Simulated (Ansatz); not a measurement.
**Alloy of Si and Sn (56 of 64 Si sites exchanged), 64 atoms**

Aim: relax the alloy cell and compare the gap by PBEsol.

Method: density functional theory in Ansatz 0.2.0, PAW datasets, plane waves.

### Step 1. The system as built

64 atoms (56 Sn, 8 Si); a = 12.813 Å, b = 12.813 Å, c = 12.813 Å, α = 90.00°, β = 90.00°, γ = 90.00°. All atoms were shaken off their sites by about 0.02 Å along each axis; atoms next to an added one may be pushed further to make room.

Plan of the steps: (2) PBEsol cell relaxation at the single k point (¼, ¼, ¼), on 1 × NVIDIA GB200 with 8 threads of Arm Neoverse-V2.

### Step 2. PBEsol relaxation of the cell and the positions

in.yaml

```yaml
crystal:
  lattice:
    - [12.813394, 0.000000, 0.000000]
    - [0.000000, 12.813394, 0.000000]
    - [0.000000, 0.000000, 12.813394]
  atoms:
    - { symbol: Sn, position: [0.996216, 0.000265, 0.001192] }
    - { symbol: Sn, position: [0.000613, 0.001040, 0.498782] }
    - { symbol: Sn, position: [0.000120, 0.500929, 0.001628] }
    - { symbol: Sn, position: [0.996685, 0.499913, 0.499002] }
    - { symbol: Sn, position: [0.500840, 0.999032, 0.002235] }
    - { symbol: Sn, position: [0.501330, 0.998516, 0.501031] }
    - { symbol: Sn, position: [0.498498, 0.500971, 0.501447] }
    - { symbol: Sn, position: [0.127769, 0.124824, 0.128412] }
    - { symbol: Sn, position: [0.124417, 0.121465, 0.623622] }
    - { symbol: Sn, position: [0.126206, 0.624236, 0.124269] }
    - { symbol: Sn, position: [0.125705, 0.628872, 0.626339] }
    - { symbol: Sn, position: [0.625646, 0.124943, 0.123177] }
    - { symbol: Sn, position: [0.624899, 0.126344, 0.625393] }
    - { symbol: Sn, position: [0.625835, 0.626186, 0.125305] }
    - { symbol: Sn, position: [0.622817, 0.627115, 0.623353] }
    - { symbol: Sn, position: [0.249829, 0.250709, 0.999430] }
    - { symbol: Sn, position: [0.252024, 0.247370, 0.502273] }
    - { symbol: Sn, position: [0.248679, 0.750127, 0.999547] }
    - { symbol: Sn, position: [0.250141, 0.752418, 0.502784] }
    - { symbol: Sn, position: [0.748520, 0.249807, 0.499338] }
    - { symbol: Sn, position: [0.748470, 0.749916, 0.998837] }
    - { symbol: Sn, position: [0.749513, 0.752081, 0.500724] }
    - { symbol: Sn, position: [0.376288, 0.375205, 0.625752] }
    - { symbol: Sn, position: [0.376387, 0.872386, 0.123272] }
    - { symbol: Sn, position: [0.374835, 0.874617, 0.628745] }
    - { symbol: Sn, position: [0.879124, 0.376261, 0.625219] }
    - { symbol: Sn, position: [0.875558, 0.873970, 0.125893] }
    - { symbol: Sn, position: [0.874288, 0.874301, 0.625211] }
    - { symbol: Sn, position: [0.251536, 0.002071, 0.250646] }
    - { symbol: Sn, position: [0.249878, 0.999465, 0.750884] }
    - { symbol: Sn, position: [0.249651, 0.499223, 0.248474] }
    - { symbol: Sn, position: [0.250772, 0.500124, 0.753075] }
    - { symbol: Sn, position: [0.751270, 0.001511, 0.250291] }
    - { symbol: Sn, position: [0.749577, 0.004265, 0.748687] }
    - { symbol: Sn, position: [0.752146, 0.499839, 0.749518] }
    - { symbol: Sn, position: [0.377117, 0.122156, 0.375564] }
    - { symbol: Sn, position: [0.375397, 0.125497, 0.874105] }
    - { symbol: Sn, position: [0.375709, 0.623256, 0.376468] }
    - { symbol: Sn, position: [0.373278, 0.623712, 0.873659] }
    - { symbol: Sn, position: [0.877741, 0.123802, 0.373222] }
    - { symbol: Sn, position: [0.875216, 0.123827, 0.876006] }
    - { symbol: Sn, position: [0.875542, 0.624121, 0.370548] }
    - { symbol: Sn, position: [0.873454, 0.624628, 0.875211] }
    - { symbol: Sn, position: [0.002321, 0.248746, 0.248379] }
    - { symbol: Sn, position: [0.000478, 0.248177, 0.749634] }
    - { symbol: Sn, position: [0.996290, 0.749277, 0.248065] }
    - { symbol: Sn, position: [0.997558, 0.749672, 0.749157] }
    - { symbol: Sn, position: [0.498849, 0.247968, 0.749463] }
    - { symbol: Sn, position: [0.499745, 0.750222, 0.250169] }
    - { symbol: Sn, position: [0.498435, 0.753502, 0.750986] }
    - { symbol: Sn, position: [0.124842, 0.375136, 0.374692] }
    - { symbol: Sn, position: [0.126546, 0.373889, 0.878854] }
    - { symbol: Sn, position: [0.125553, 0.877642, 0.372000] }
    - { symbol: Sn, position: [0.125883, 0.874234, 0.876121] }
    - { symbol: Sn, position: [0.625122, 0.875549, 0.376485] }
    - { symbol: Sn, position: [0.628183, 0.875534, 0.877302] }
    - { symbol: Si, position: [0.499957, 0.498581, 0.998313] }
    - { symbol: Si, position: [0.750351, 0.250160, 0.997589] }
    - { symbol: Si, position: [0.374551, 0.376015, 0.123972] }
    - { symbol: Si, position: [0.875590, 0.374473, 0.127061] }
    - { symbol: Si, position: [0.751120, 0.497602, 0.249333] }
    - { symbol: Si, position: [0.499112, 0.251553, 0.250140] }
    - { symbol: Si, position: [0.623130, 0.374297, 0.371805] }
    - { symbol: Si, position: [0.623907, 0.376358, 0.875462] }
  symmetry: { detect: false }
kpoints:
  mp_grid: { grid: [1, 1, 1], shift: [0.25, 0.25, 0.25] }
hamiltonian:
  xc: pbesol
scf:
  occupations: { method: fermi_dirac, width: 0.01 }
relax:
  f_tol: 0.03
  max_steps: 80
  escape_saddle: false
  adjacent_minimum: "off"
  cell: { fix: [shape] }
output:
  forces: true
  eigenvalues: true
  populations: true
```

The run is started by

```console
> ansatz run in.yaml --threads 8 --pin off --max-ram 118750MiB --runs-dir r --events-out ev --progress --plain --backend cuda --devices 0, --max-vram 170GiB
```

Q: Predict the outcome of this session. Wanted: for each run, top filled to lowest empty.

The runs gave:

| level | time | top filled to lowest empty (eV) |
| --- | --- | --- |
| PBEsol, relaxation | 7.4 s (GPU) | 0.15 |

| quantity | value |
| --- | --- |
| relaxation | 7 recorded steps, 4.23 eV gained |
| largest shift | 0.35 Å (Sn39 and others alike) |
| relaxed cell | a = 12.781 Å, b = 12.781 Å, c = 12.781 Å, α = 90.00°, β = 90.00°, γ = 90.00° |
| mean bonds | Si–Si 2.435, Si–Sn 2.662, Sn–Sn 2.815 Å |

**In words.** Relaxation gains 4.23 eV, with shifts up to 0.35 Å (Sn39 and others alike), while the volume changes by -0.7 %. The mean lengths of the listed bonds run from Si–Si 2.43 Å to Sn–Sn 2.81 Å. A spacing under 0.2 eV need not be a band gap: disorder can split levels that lie at the Fermi energy. Spin–orbit coupling is left out, which matters for the band edges of the heavier elements here. With one k point the spacing samples only the states that fold onto it, so it can exceed the gap over the zone.
